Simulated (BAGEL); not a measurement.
# triplet C2H6Se: levels of theory compared

Aim: a comparison of 4 runs (UHF/STO-3G, ROHF/6-31G*, UHF/6-31G*, ROHF/cc-pVDZ) of triplet C2H6Se. 

The results are computed with BAGEL 1.2.2.

8 further runs of the same task are left out: 4 that didn't finish, 4 set aside as unsound or not needed. Runs told in other sessions of the task aren't counted.

### 1 Starting point

The species is C2H6Se (9 atoms), meant as a triplet with charge 0. SMILES of the parent species: `C[Se]C`. Geometry: relaxed at PBE0-D4/def2-TZVP. That shape belongs to the parent species and isn't relaxed for this state.

Bond lengths: C1–Se2 1.940 Å, Se2–C3 1.940 Å, C1–H4 1.090 Å, C1–H5 1.089 Å, C1–H6 1.090 Å, C3–H7 1.090 Å, C3–H8 1.090 Å, C3–H9 1.089 Å. Some angles: C1–Se2–C3 96.9°, Se2–C1–H4 110.4°, Se2–C1–H5 107.0°, Se2–C1–H6 110.4°, Se2–C3–H7 110.4°, Se2–C3–H8 110.4°, Se2–C3–H9 107.0°, H4–C1–H5 109.3°, H4–C1–H6 110.4°, H5–C1–H6 109.3°.

### 2 The energy at UHF/STO-3G (density fitting with qzvpp-jkfit) (run 1)

Input file job.json:

```json
{ "bagel" : [

{
  "title" : "molecule",
  "basis" : "sto-3g",
  "df_basis" : "qzvpp-jkfit",
  "angstrom" : true,
  "geometry" : [
    { "atom" : "C", "xyz" : [      -0.594400,       0.668400,      -1.138000 ] },
    { "atom" : "Se", "xyz" : [       1.137100,       0.569700,      -0.268200 ] },
    { "atom" : "C", "xyz" : [       0.625700,      -0.672800,       1.131400 ] },
    { "atom" : "H", "xyz" : [      -0.892600,      -0.313800,      -1.503200 ] },
    { "atom" : "H", "xyz" : [      -0.489400,       1.349300,      -1.982000 ] },
    { "atom" : "H", "xyz" : [      -1.343000,       1.060700,      -0.450400 ] },
    { "atom" : "H", "xyz" : [      -0.158200,      -0.242200,       1.753800 ] },
    { "atom" : "H", "xyz" : [       0.291600,      -1.615500,       0.699100 ] },
    { "atom" : "H", "xyz" : [       1.511500,      -0.850200,       1.740300 ] }
  ]
},

{
  "title" : "uhf",
  "nopen" : 2
},

{
  "title" : "print",
  "file" : "orbitals.molden",
  "orbitals" : true
}

]}
```

On the command line:

```bash
BAGEL_NUM_THREADS=1 BAGEL job.json > job.out
```

Output:

```text
* using 1 threads per process

  ===============================================================
  ===============================================================

  *** Geometry ***

  { "atom" : "C", "xyz" : [     -1.123253,      1.263093,     -2.150508 ] },
  { "atom" : "Se", "xyz" : [      2.148808,      1.076577,     -0.506825 ] },
  { "atom" : "C", "xyz" : [      1.182402,     -1.271408,      2.138036 ] },
  { "atom" : "H", "xyz" : [     -1.686770,     -0.592996,     -2.840636 ] },
  { "atom" : "H", "xyz" : [     -0.924832,      2.549807,     -3.745437 ] },
  { "atom" : "H", "xyz" : [     -2.537902,      2.004433,     -0.851133 ] },
  { "atom" : "H", "xyz" : [     -0.298955,     -0.457692,      3.314202 ] },
  { "atom" : "H", "xyz" : [      0.551044,     -3.052853,      1.321108 ] },
  { "atom" : "H", "xyz" : [      2.856321,     -1.606645,      3.288690 ] },

  Number of auxiliary basis functions:      524

  Since a DF basis is specified, we compute 2- and 3-index integrals:
    o Being stored without compression. Storage requirement is 0.005 GB

  Number of basis functions:       34
  Number of electrons      :       52

    * METHOD: MOLECULE                             0.29

  *** Open-shell HF ***

  === Nuclear Repulsion ===
   187.0688995573

      * DIIS with orbital gradients will be used.

  === UHF iteration (sto-3g) ===
      0      -2451.58077850          0.01218247           0.07
      1      -2451.61112709          0.00349984           0.07
      2      -2451.61399883          0.00100558           0.07
      3      -2451.61455326          0.00029726           0.07
      4      -2451.61467711          0.00012395           0.07
      5      -2451.61473799          0.00004026           0.07
      6      -2451.61474724          0.00000417           0.07
      7      -2451.61474742          0.00000163           0.07
      8      -2451.61474748          0.00000112           0.07
      9      -2451.61474749          0.00000099           0.07
     10      -2451.61474750          0.00000117           0.07
     11      -2451.61474749          0.00000109           0.07
     12      -2451.61474748          0.00000090           0.07
     13      -2451.61474747          0.00000039           0.07
     14      -2451.61474747          0.00000010           0.07
     15      -2451.61474747          0.00000004           0.07
     16      -2451.61474747          0.00000002           0.07
     17      -2451.61474747          0.00000001           0.07
    * SCF iteration converged.

    * S^2 (UHF) is 2.0255

    * Permanent dipole moment:
           (    0.076668,     0.038156,    -0.016992) a.u.

    * METHOD: UHF                                  1.45

    * METHOD: PRINT                                0.00

  ===============================================================
```

Wall time 2.1 s (1 thread of Intel Xeon Platinum 8259CL at 2.50GHz (Skylake/Cascade Lake), shared host); peak memory 0.088 GiB.

### 3 The energy at ROHF/6-31G(d) (density fitting with qzvpp-jkfit, spherical functions) (run 2)

Input file job.json:

```json
{ "bagel": [

{
  "title": "molecule",
  "basis": "6-31gs.json",
  "df_basis": "qzvpp-jkfit",
  "angstrom": true,
  "geometry": [
    { "atom": "C", "xyz": [   -0.594400,    0.668400,   -1.138000 ] },
    { "atom": "Se", "xyz": [    1.137100,    0.569700,   -0.268200 ] },
    { "atom": "C", "xyz": [    0.625700,   -0.672800,    1.131400 ] },
    { "atom": "H", "xyz": [   -0.892600,   -0.313800,   -1.503200 ] },
    { "atom": "H", "xyz": [   -0.489400,    1.349300,   -1.982000 ] },
    { "atom": "H", "xyz": [   -1.343000,    1.060700,   -0.450400 ] },
    { "atom": "H", "xyz": [   -0.158200,   -0.242200,    1.753800 ] },
    { "atom": "H", "xyz": [    0.291600,   -1.615500,    0.699100 ] },
    { "atom": "H", "xyz": [    1.511500,   -0.850200,    1.740300 ] }
  ]
},
{
  "title": "rohf",
  "nopen": 2
},
{
  "title": "print",
  "file": "orbitals.molden",
  "orbitals": true
}

]}
```

The basis set 6-31G* is read from a file made from the Basis Set Exchange's data (not shown).

On the command line:

```bash
BAGEL_NUM_THREADS=1 BAGEL job.json > job.out
```

Output:

```text
* using 1 threads per process

  ===============================================================
  ===============================================================

  *** Geometry ***

  { "atom" : "C", "xyz" : [     -1.123253,      1.263093,     -2.150508 ] },
  { "atom" : "Se", "xyz" : [      2.148808,      1.076577,     -0.506825 ] },
  { "atom" : "C", "xyz" : [      1.182402,     -1.271408,      2.138036 ] },
  { "atom" : "H", "xyz" : [     -1.686770,     -0.592996,     -2.840636 ] },
  { "atom" : "H", "xyz" : [     -0.924832,      2.549807,     -3.745437 ] },
  { "atom" : "H", "xyz" : [     -2.537902,      2.004433,     -0.851133 ] },
  { "atom" : "H", "xyz" : [     -0.298955,     -0.457692,      3.314202 ] },
  { "atom" : "H", "xyz" : [      0.551044,     -3.052853,      1.321108 ] },
  { "atom" : "H", "xyz" : [      2.856321,     -1.606645,      3.288690 ] },

  Number of auxiliary basis functions:      524

  Since a DF basis is specified, we compute 2- and 3-index integrals:
    o Being stored without compression. Storage requirement is 0.022 GB

  Number of basis functions:       72
  Number of electrons      :       52

    * METHOD: MOLECULE                             0.41

  *** Open-shell HF ***

  === Nuclear Repulsion ===
   187.0688995573

      * DIIS with orbital gradients will be used.

  === ROHF iteration (6-31gs.json) ===
      0      -2478.48324812          0.02621427           0.17
      1      -2478.56992382          0.00941142           0.17
      2      -2478.58216423          0.00424580           0.17
      3      -2478.58454737          0.00107852           0.16
      4      -2478.58496745          0.00014514           0.22
      5      -2478.58502245          0.00004442           0.17
      6      -2478.58502780          0.00001126           0.17
      7      -2478.58503006          0.00000455           0.17
      8      -2478.58503032          0.00000198           0.19
      9      -2478.58503046          0.00000036           0.17
     10      -2478.58503049          0.00000011           0.17
     11      -2478.58503050          0.00000005           0.17
     12      -2478.58503050          0.00000002           0.17
     13      -2478.58503050          0.00000002           0.17
     14      -2478.58503050          0.00000001           0.17
     15      -2478.58503050          0.00000001           0.17
    * SCF iteration converged.

    * S^2 (ROHF) is 2.0000

    * Permanent dipole moment:
           (    0.601295,     0.306636,    -0.142158) a.u.

    * METHOD: ROHF                                 3.06

    * METHOD: PRINT                                0.01

  ===============================================================
```

Run time: 3.9 s. Hardware: 1 thread of Intel Xeon Platinum 8259CL at 2.50GHz (Skylake/Cascade Lake), shared host; peak memory 0.13 GiB.

Run 3 isn't shown in full; the table further down has it.

### 4 A single-point energy at ROHF/cc-pVDZ (density fitting with qzvpp-jkfit) (run 4)

Input file calc.json:

```json
{ "bagel" : [

{
  "title" : "molecule",
  "basis" : "cc-pvdz.json",
  "df_basis" : "qzvpp-jkfit",
  "angstrom" : true,
  "geometry" : [
    { "atom" : "C", "xyz" : [      -0.594400,       0.668400,      -1.138000 ] },
    { "atom" : "Se", "xyz" : [       1.137100,       0.569700,      -0.268200 ] },
    { "atom" : "C", "xyz" : [       0.625700,      -0.672800,       1.131400 ] },
    { "atom" : "H", "xyz" : [      -0.892600,      -0.313800,      -1.503200 ] },
    { "atom" : "H", "xyz" : [      -0.489400,       1.349300,      -1.982000 ] },
    { "atom" : "H", "xyz" : [      -1.343000,       1.060700,      -0.450400 ] },
    { "atom" : "H", "xyz" : [      -0.158200,      -0.242200,       1.753800 ] },
    { "atom" : "H", "xyz" : [       0.291600,      -1.615500,       0.699100 ] },
    { "atom" : "H", "xyz" : [       1.511500,      -0.850200,       1.740300 ] }
  ]
},

{ "title" : "rohf", "nopen" : 2 },

{ "title" : "print", "file" : "orbitals.molden", "orbitals" : true }

]}
```

The basis set cc-pVDZ is read from a file made from the Basis Set Exchange's data (not shown).

On the command line:

```bash
BAGEL_NUM_THREADS=1 BAGEL calc.json > calc.out
```

Output:

```text
* using 1 threads per process

  ===============================================================
  ===============================================================

  *** Geometry ***

  { "atom" : "C", "xyz" : [     -1.123253,      1.263093,     -2.150508 ] },
  { "atom" : "Se", "xyz" : [      2.148808,      1.076577,     -0.506825 ] },
  { "atom" : "C", "xyz" : [      1.182402,     -1.271408,      2.138036 ] },
  { "atom" : "H", "xyz" : [     -1.686770,     -0.592996,     -2.840636 ] },
  { "atom" : "H", "xyz" : [     -0.924832,      2.549807,     -3.745437 ] },
  { "atom" : "H", "xyz" : [     -2.537902,      2.004433,     -0.851133 ] },
  { "atom" : "H", "xyz" : [     -0.298955,     -0.457692,      3.314202 ] },
  { "atom" : "H", "xyz" : [      0.551044,     -3.052853,      1.321108 ] },
  { "atom" : "H", "xyz" : [      2.856321,     -1.606645,      3.288690 ] },

  Number of auxiliary basis functions:      524

  Since a DF basis is specified, we compute 2- and 3-index integrals:
    o Being stored without compression. Storage requirement is 0.030 GB

  Number of basis functions:       85
  Number of electrons      :       52

    * METHOD: MOLECULE                             0.57

  *** Open-shell HF ***

  === Nuclear Repulsion ===
   187.0688995573

      * DIIS with orbital gradients will be used.

  === ROHF iteration (cc-pvdz.json) ===
      0      -2478.68349804          0.02869206           0.29
      1      -2478.82488144          0.01362872           0.21
      2      -2478.85392073          0.00648468           0.21
      3      -2478.86168373          0.00118247           0.21
      4      -2478.86255771          0.00032759           0.21
      5      -2478.86268245          0.00012422           0.23
      6      -2478.86270745          0.00004031           0.20
      7      -2478.86271818          0.00001188           0.20
      8      -2478.86272032          0.00000139           0.20
      9      -2478.86272100          0.00000046           0.20
     10      -2478.86272100          0.00000020           0.20
     11      -2478.86272103          0.00000006           0.21
     12      -2478.86272102          0.00000002           0.20
     13      -2478.86272103          0.00000001           0.20
    * SCF iteration converged.

    * S^2 (ROHF) is 2.0000

    * Permanent dipole moment:
           (    0.370796,     0.189111,    -0.087772) a.u.

    * METHOD: ROHF                                 3.42

    * METHOD: PRINT                                0.02

  ===============================================================
```

It took 4.5 s on 1 thread of Intel Xeon Platinum 8259CL at 2.50GHz (Skylake/Cascade Lake), shared host; peak memory 0.15 GiB.

### 5 The series

| run | level | energy (Eh) | dipole moment (D) | ⟨S²⟩ | wall time |
| --- | --- | --- | --- | --- | --- |
| 1 | UHF/STO-3G (density fitting with qzvpp-jkfit) | -2451.614747 | 0.22 | 2.026 | 2.1 s |
| 2 | ROHF/6-31G* (density fitting with qzvpp-jkfit, spherical functions) | -2478.585030 | 1.75 | 2.000 | 3.9 s |
| 3 | UHF/6-31G* (density fitting with qzvpp-jkfit, spherical functions) | -2478.590286 | 1.75 | 2.019 | 4.5 s |
| 4 | ROHF/cc-pVDZ (density fitting with qzvpp-jkfit) | -2478.862721 | 1.08 | 2.000 | 4.5 s |

### 6 What came out

```
            quantity           value
 run 4: total energy  -2478.86272 Eh
run 4: dipole moment          1.08 D
         run 4: ⟨S²⟩           2.000
```

In words: The dipole moment (its size) runs from 0.22 D (UHF/STO-3G) to 1.75 D (ROHF/6-31G*). The two ends differ in method and basis. In run 1 the basis is minimal, so the values are rough. All runs together took 15 s, the longest 4.5 s.
